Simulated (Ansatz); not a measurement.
A nudged elastic band was laid between two geometries of a periodic cell of 17 atoms, Si$_{16}$O (host Si, host structure diamond, interstitial O).

All numbers below come from Ansatz, DFT PBE-D3(BJ), scalar-relativistic, plane waves, PAW. Settings: PAW set soft_1, cutoff 420 eV, k mesh 2x2x2, gaussian smearing 0.02 eV, spin collinear.

| Item | Value |
| --- | --- |
| movable images | 5 |
| climbing image | yes |
| spring | 5.0 eV/Å² |
| optimiser | quadratic models (default) |
| start path | IDPP |
| force threshold | 0.05 eV/Å |
| iteration limit | 51 |
| end points | relaxed |

First end point:

```xyz
17
Lattice="0.0000 5.4300 5.4300 5.4300 0.0000 5.4300 5.4300 5.4300 0.0000" Properties=species:S:1:pos:R:3
Si -0.017 0.019 -0.009
Si 1.377 1.364 1.334
Si 2.957 2.789 0.266
Si 4.247 4.196 1.604
Si 2.542 -0.252 2.586
Si 3.832 1.085 3.995
Si 5.237 2.411 2.698
Si 6.981 4.089 4.374
Si 0.020 2.703 2.709
Si 1.342 4.075 4.083
Si 2.710 5.505 2.816
Si 4.101 6.859 4.149
Si 2.693 2.636 5.356
Si 4.084 3.970 6.708
Si 5.439 5.440 5.449
Si 6.788 6.771 6.781
O 6.104 2.706 4.087
```

Last end point:

```xyz
17
Lattice="0.0000 5.4300 5.4300 5.4300 0.0000 5.4300 5.4300 5.4300 0.0000" Properties=species:S:1:pos:R:3
Si 0.017 0.001 0.011
Si 1.376 1.375 1.348
Si 2.958 2.440 -0.078
Si 4.096 3.992 1.285
Si 2.544 0.124 2.962
Si 4.081 1.432 4.175
Si 5.432 2.699 2.711
Si 6.982 3.770 4.057
Si -0.018 2.720 2.692
Si 1.338 4.059 4.067
Si 2.704 5.327 2.637
Si 4.247 6.533 3.944
Si 2.687 2.785 5.507
Si 3.831 4.146 7.055
Si 5.238 5.447 5.733
Si 6.780 6.798 6.809
O 6.120 4.064 5.449
```

Question: Which bonds break or form, and what moves?

Answer: Contacts lost: Si7–O17. Contacts made: Si15–O17. The atom that moves furthest is O17, by 1.92 Å.

Question: Give the energies along the band, and the barrier.

Answer: The run converged. The highest image is number 3 of 0 to 6, 1.45 eV above the ends, which have the same energy within 2 meV. Neighbouring images differ by up to 1.4 eV, so the band resolves the path poorly. By the program's own check the climbing image is of a kind that is not told: the force calls were inconclusive, a negative curvature could not be distinguished from the path's own, the only one lies far off the path, or fixed occupations may fill a level only in part (lowest curvatures found: -17.24 and 0.07 eV/Å²). Limits of this set-up: coarse k mesh.

```tsv
image	path coordinate (Å)	energy (eV)	Si7–O17 (Å)	Si15–O17 (Å)
0	0.00	0.00	1.66	3.13
1	0.80	0.01	1.66	2.88
2	1.60	0.05	1.66	2.63
3	2.41	1.45	1.90	1.95
4	3.23	0.06	2.63	1.67
5	4.05	0.01	2.88	1.66
6	4.88	0.00	3.14	1.66
```

Question: What is the geometry of the highest image?

Answer: 
```xyz
17
Lattice="0.0000 5.4300 5.4300 5.4300 0.0000 5.4300 5.4300 5.4300 0.0000" Properties=species:S:1:pos:R:3
Si 0.013 -0.098 0.037
Si 1.307 1.286 1.425
Si 2.785 2.573 0.136
Si 4.098 4.002 1.416
Si 2.745 -0.023 2.732
Si 4.076 1.260 4.138
Si 5.386 2.637 2.792
Si 7.117 3.946 4.123
Si 0.022 2.678 2.813
Si 1.429 4.000 4.148
Si 2.769 5.372 2.791
Si 4.126 6.723 4.155
Si 2.765 2.640 5.522
Si 4.105 4.019 6.877
Si 5.440 5.360 5.513
Si 6.839 6.727 6.878
O 5.405 3.935 4.181
```

Run time: 5.6 min on 2 threads of Arm Neoverse V2 (shared host), peak memory 1.5 GiB.
